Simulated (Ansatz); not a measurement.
# CH8ClPSi2, SMILES [SiH3]P[SiH2]CCl: a geometry optimisation

Program: Ansatz's Python interface.

Notebook, run cell by cell (the value of a cell's last expression is shown):

**Cell 1**
```python
import ansatz as az
from ase import Atoms
import numpy as np
```

**Cell 2**
```python
atoms = Atoms(["Si", "P", "Si", "C", "Cl", "H", "H", "H", "H", "H", "H", "H", "H"], positions=[
    (2.0727, -0.5564, 0.0011),
    (0.6604, -0.2149, -1.6634),
    (-0.7161, 1.0608, -0.4896),
    (-1.63, 0.0739, 0.8098),
    (-2.681, -1.1281, 0.0269),
    (3.1251, -1.4825, -0.442),
    (2.6831, 0.722, 0.3951),
    (1.379, -1.1511, 1.1514),
    (-0.0761, -1.4449, -1.434),
    (0.0483, 2.1388, 0.1551),
    (-1.7031, 1.6599, -1.3998),
    (-0.9079, -0.4401, 1.4746),
    (-2.2543, 0.7626, 1.4151),
])
ch8clpsi2 = az.Crystal.molecule_from_ase(atoms)
```

**Cell 3**
```python
calculation = ch8clpsi2.calculation().basis(gaussian="6-31G*").functional("B3LYP", dispersion="d3bj")
symbols = [site.symbol for site in ch8clpsi2.cartesian_sites]
start = np.array([site.position_ang for site in ch8clpsi2.cartesian_sites], dtype=float)
r = calculation.relax(force_tolerance=0.005, max_steps=100).run().report
end = np.array(r["positions_ang"])
```

**Cell 4**
```python
for key in ("converged", "free_energy_ev", "reference_energy_ev", "n_frozen", "n_occupied", "n_virtual"):
    print(f"{key:22s} {r[key]}")
```
Output:
```text
converged              True
free_energy_ev         -38735.22738156453
reference_energy_ev    -38734.46541331549
n_frozen               0
n_occupied             [37, 37]
n_virtual              [70, 70]
```

**Cell 5**
```python
print("final positions (A) and the move of each atom")
for symbol, xyz, old in zip(symbols, end, start):
    print(f"{symbol:2s} {xyz[0]:10.5f} {xyz[1]:10.5f} {xyz[2]:10.5f}   {np.linalg.norm(xyz - old):7.4f}")
with open("ch8clpsi2_opt.xyz", "w") as handle:
    handle.write(f"{len(symbols)}\nrelaxed CH8ClPSi2\n")
    handle.writelines(f"{s:2s} {x:11.6f} {y:11.6f} {z:11.6f}\n" for s, (x, y, z) in zip(symbols, end))
```
Output:
```text
final positions (A) and the move of each atom
Si    2.01003   -0.73229    0.04764    0.1924
P     0.80554    0.03330   -1.71494    0.2921
Si   -0.79670    1.13633   -0.56421    0.1333
C    -1.53382    0.18863    0.91453    0.1827
Cl   -2.19782   -1.41861    0.38621    0.6686
H     3.05291   -1.66334   -0.45366    0.1951
H     2.66728    0.44320    0.67828    0.3977
H     1.20014   -1.43218    1.07982    0.3408
H     0.04014   -1.15224   -1.90297    0.5649
H    -0.19565    2.38926   -0.02904    0.3952
H    -1.89952    1.47792   -1.49714    0.2849
H    -0.79166   -0.01302    1.68971    0.4921
H    -2.36075    0.74304    1.36607    0.1188
```

`ch8clpsi2_opt.xyz`, as written:
```text
13
relaxed CH8ClPSi2
Si    2.010029   -0.732291    0.047644
P     0.805540    0.033299   -1.714937
Si   -0.796702    1.136332   -0.564210
C    -1.533825    0.188630    0.914531
Cl   -2.197823   -1.418612    0.386209
H     3.052911   -1.663338   -0.453658
H     2.667276    0.443196    0.678282
H     1.200141   -1.432178    1.079817
H     0.040142   -1.152243   -1.902970
H    -0.195650    2.389259   -0.029043
H    -1.899521    1.477924   -1.497145
H    -0.791665   -0.013020    1.689707
H    -2.360753    0.743041    1.366072
```

Caveats:
- Total energies depend on the basis set; only differences at equal settings carry meaning.
- The end point is the stationary point reached from this start; no frequency run checks that it is a minimum, and the basis set is modest.
- Total less reference energy is the dispersion correction.
- b3lyp holds the VWN-RPA fit, as in Gaussian; the form of ORCA and Turbomole is b3lyp5.
- Wall time of the script: 2.4 min on 1 thread of Arm Neoverse V2, on a shared host, peak memory 0.34 GiB.

(Lines on the test bed's own set-up are left out of the output.)
